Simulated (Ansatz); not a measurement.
C3H6ClNSi, SMILES C=NC([SiH3])=CCl, a geometry optimisation

With the Python package of Ansatz (0.2.0).

The script reads `c3h6clnsi.xyz`:
```text
12

C     0.08540   -1.61770    1.37920
N     0.80480   -0.71260    0.79220
C     0.13500    0.29380    0.07810
Si    0.45080    0.23120   -1.78150
C    -0.48740    1.31560    0.63370
Cl   -0.69270    1.57230    2.33980
H    -1.03940   -1.54480    1.31990
H     0.52240   -2.37810    1.94170
H    -0.47500    1.28150   -2.36240
H    -0.06780   -1.10160   -2.26630
H     1.77720    0.46940   -2.15330
H    -0.93650    2.13590    0.11290
```

The cells in order, each with its output:

```python
import ansatz as az
import numpy as np
```

```python
c3h6clnsi = az.Crystal.molecule_from_extxyz("c3h6clnsi.xyz")
```

```python
base = c3h6clnsi.calculation().basis(gaussian="def2-SVP").functional("CAM-B3LYP")
symbols = [site.symbol for site in c3h6clnsi.cartesian_sites]
start = np.array([site.position_ang for site in c3h6clnsi.cartesian_sites], dtype=float)
def progress(event):
    if event["event"] == "relax_step":
        row = event["data"]
        print(f"step {row['step']:3d}  E = {row['lagrangian_ev']:.6f} eV  largest force component {row['allowed_force_max_ev_ang']:.4f} eV/A")


data = base.relax(force_tolerance=0.01).session().plan().execute(on_event=progress).report
end = np.array(data["positions_ang"])
```

    step   1  E = -25085.056302 eV  largest force component 3.4886 eV/A
    step   2  E = -25085.295268 eV  largest force component 1.2154 eV/A
    step   3  E = -25085.289338 eV  largest force component 1.3353 eV/A
    step   4  E = -25085.347299 eV  largest force component 0.2463 eV/A
    step   5  E = -25085.349644 eV  largest force component 0.2147 eV/A
    step   6  E = -25085.356032 eV  largest force component 0.0618 eV/A
    step   7  E = -25085.356984 eV  largest force component 0.0353 eV/A
    step   8  E = -25085.357860 eV  largest force component 0.0552 eV/A
    step   9  E = -25085.336828 eV  largest force component 0.5619 eV/A
    step  10  E = -25085.358569 eV  largest force component 0.0223 eV/A
    step  11  E = -25085.358549 eV  largest force component 0.0282 eV/A
    step  12  E = -25085.358636 eV  largest force component 0.0109 eV/A
    step  13  E = -25085.358672 eV  largest force component 0.0048 eV/A

```python
print(f"E = {data['free_energy_ev']:.6f} eV = {data['free_energy_ev'] / 27.211386246:.7f} Ha")
print("converged:", data["converged"], " doubts:", data["published_state_doubts"] or "none")
```

    E = -25085.358810 eV = -921.8699328 Ha
    converged: True  doubts: none

```python
print("final positions (A) and the move of each atom")
for symbol, xyz, old in zip(symbols, end, start):
    print(f"{symbol:2s} {xyz[0]:10.5f} {xyz[1]:10.5f} {xyz[2]:10.5f}   {np.linalg.norm(xyz - old):7.4f}")
with open("c3h6clnsi_opt.xyz", "w") as handle:
    handle.write(f"{len(symbols)}\nrelaxed C3H6ClNSi\n")
    handle.writelines(f"{s:2s} {x:11.6f} {y:11.6f} {z:11.6f}\n" for s, (x, y, z) in zip(symbols, end))
```

    final positions (A) and the move of each atom
    C     0.09328   -1.59637    1.42196    0.0484
    N     0.74739   -0.73449    0.77103    0.0650
    C     0.11430    0.28906    0.06371    0.0257
    Si    0.37886    0.25545   -1.80364    0.0791
    C    -0.52713    1.32173    0.63047    0.0403
    Cl   -0.74833    1.51629    2.33995    0.0789
    H    -1.01000   -1.61341    1.46606    0.1641
    H     0.63443   -2.37515    1.97589    0.1172
    H    -0.35905    1.39974   -2.40229    0.1703
    H    -0.14608   -1.02418   -2.35244    0.1398
    H     1.82716    0.35660   -2.12238    0.1272
    H    -0.92802    2.14963    0.04566    0.0691

`c3h6clnsi_opt.xyz`, as written:
```text
12
relaxed C3H6ClNSi
C     0.093276   -1.596365    1.421963
N     0.747390   -0.734494    0.771035
C     0.114301    0.289064    0.063711
Si    0.378864    0.255451   -1.803640
C    -0.527130    1.321729    0.630473
Cl   -0.748334    1.516292    2.339954
H    -1.010000   -1.613406    1.466064
H     0.634429   -2.375154    1.975887
H    -0.359053    1.399736   -2.402291
H    -0.146084   -1.024183   -2.352440
H     1.827165    0.356604   -2.122381
H    -0.928023    2.149627    0.045664
```

Reading the output:
- Total energies depend on the basis set; only differences at equal settings carry meaning.
- The end point is the stationary point reached from this start; no frequency run checks that it is a minimum, and the basis set is modest.
- Hardware and time: 2.2 min on 1 thread of Arm Neoverse V1, with other jobs on the host, peak memory 0.45 GiB.

(Lines on the test bed's own set-up are left out of the output.)
